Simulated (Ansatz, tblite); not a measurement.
# FeIBr with GFN1-xTB from a Python script

These are simulated results from tblite 0.8.0, not measurements. The cell was built from a prototype and was relaxed with r2SCAN in plane waves (Ansatz 0.2.0). It may be hypothetical. It is a single sheet, repeated along a and b, with vacuum along c. All runs are without spin polarisation, and a magnetic state may lie lower.

In-plane lattice: a = 3.648 Å, b = 3.648 Å, γ = 120.0°; thickness between the outer nuclei 3.14 Å. Around Fe lie 3 I at 2.51 Å and 3 Br at 2.75 Å; around Br lie 3 Fe at 2.75 Å; around I lie 3 Fe at 2.51 Å.

tblite solves periodic systems at the zone centre alone, so the script builds a cluster of 3×3×1 conventional cells (27 atoms), which folds in a coarse mesh of k points.

Input script:

```python
import json
from ase import Atoms
from ase.build import make_supercell
from ase.units import Bohr, GPa, Hartree
from tblite.interface import Calculator

atoms = Atoms(['Fe', 'Br', 'I'],
              cell=[[3.64827983, 0.0, 0.0], [-1.82413992, 3.15950301, 0.0], [0.0, 0.0, 30.50511648]],
              scaled_positions=[[0.333333333, 0.666666667, 0.290670225], [0.666666667, 0.333333333, 0.348690674], [0.666666667, 0.333333333, 0.245736524]],
              pbc=True)
cluster = make_supercell(atoms, [[3, 0, 0], [0, 3, 0], [0, 0, 1]])
calc = Calculator('GFN1-xTB', cluster.numbers, cluster.positions / Bohr, lattice=cluster.cell[:] / Bohr, periodic=cluster.pbc)
calc.set('temperature', 0.02 / Hartree)
calc.set('max-iter', 150)
res = calc.singlepoint()
levels = res.get('orbital-energies') * Hartree
nv = round(res.get('orbital-occupations').sum() / 2)
cells = len(cluster) // len(atoms)
out = {'energy_per_cell': res.get('energy') * Hartree / cells, 'homo': levels[nv - 1], 'lumo': levels[nv],
       'stress': (-res.get('virial') * Hartree / cluster.get_volume() / GPa).tolist(), 'charges': res.get('charges')[:len(atoms)].tolist(), 'electrons': 2 * nv / cells}
json.dump(out, open('results.json', 'w'))
for key, value in out.items():
    print(key, value)
```

Command: `python run.py`. It took 0.92 s on 1 thread of Arm Neoverse V2 (shared host), peak memory 0.1 GiB.

What it printed:

```
------------------------------------------------------------
  cycle        total energy    energy error   density error
------------------------------------------------------------
      1     -96.52869518240  -9.6553775E+01   8.1814339E-01
      2     -44.92086367269   5.1607832E+01   1.5033960E+00
      3     -86.89625436961  -4.1975391E+01   5.9186413E-01
      4     -41.74393065609   4.5152324E+01   1.7118154E+00
      5     -97.77169697975  -5.6027766E+01   1.5197186E-01
      6     -96.71118080788   1.0605162E+00   2.6932699E-01
      7     -96.84255207514  -1.3137127E-01   2.5682868E-01
      8     -98.10797131310  -1.2654192E+00   7.9425868E-02
      9     -98.12749811832  -1.9526805E-02   7.5009948E-02
     10     -98.12881139464  -1.3132763E-03   6.4444962E-02
     11     -98.26180763445  -1.3299624E-01   2.1974830E-02
     12     -98.25158814062   1.0219494E-02   2.5048496E-02
     13     -98.27315996939  -2.1571829E-02   3.1054225E-03
     14     -98.26934137552   3.8185939E-03   1.0539058E-02
     15     -98.27330446591  -3.9630904E-03   2.0555182E-03
     16     -98.27338307550  -7.8609587E-05   1.2426441E-03
     17     -98.27327617357   1.0690192E-04   2.0521653E-03
     18     -98.27341175158  -1.3557801E-04   5.6852151E-04
     19     -98.27342221237  -1.0460786E-05   1.2660725E-04
     20     -98.27342247105  -2.5868167E-07   8.6295155E-05
     21     -98.27342231111   1.5994483E-07   1.0323672E-04
     22     -98.27342262512  -3.1401665E-07   4.5974773E-05
     23     -98.27342266246  -3.7342630E-08   3.0401588E-05
     24     -98.27342267817  -1.5701431E-08   1.8040624E-05
------------------------------------------------------------

 total:                                   0.434 sec
energy_per_cell -297.1284489368209
homo -9.81622837664785
lumo -9.536061673977892
stress [[1.1315409555727423, 8.836143241252721e-09, 2.8415614414831246e-08], [8.8361433674982e-09, 1.1315409658359108, -1.6418573295611216e-08], [2.841561452028577e-08, -1.6418573237233397e-08, 1.1065830863042048]]
charges [-0.06329688604201467, -0.04151731675665336, 0.10481154738176043]
electrons 22.0
```

The cycle table is in hartree for the whole cluster, and the lines after it are in eV (the energy for one cell). The printed stress is in GPa and positive in compression, and the pressure is its mean diagonal, here averaged over the vacuum too.

GFN1-xTB gives a gap of 0.28 eV. On the same cell, plane-wave PBE (Ansatz, 12×12×1 k points and the special points) gives a gap of 0.19 eV and r2SCAN a gap of 0.66 eV; on shared hosts these took about 21 and 46 core-seconds on the 3-atom cell, against 0.92 for the script. Spin-orbit coupling, left out in all these runs, can cut or reorder the gap by tenths of an eV, up to about 1 eV with Pb or Bi. xTB was fitted to molecules, so gaps, charges and pressures of solids can be far off, and the gap also depends on the size of the cluster.

xTB was fitted mostly to molecules, and a small cluster samples few k points, so gaps, pressures and kinks along a curve can be far from a solid's.

No spin-orbit coupling is included; it can move band edges with weight on the heavy atoms by tenths of an eV.
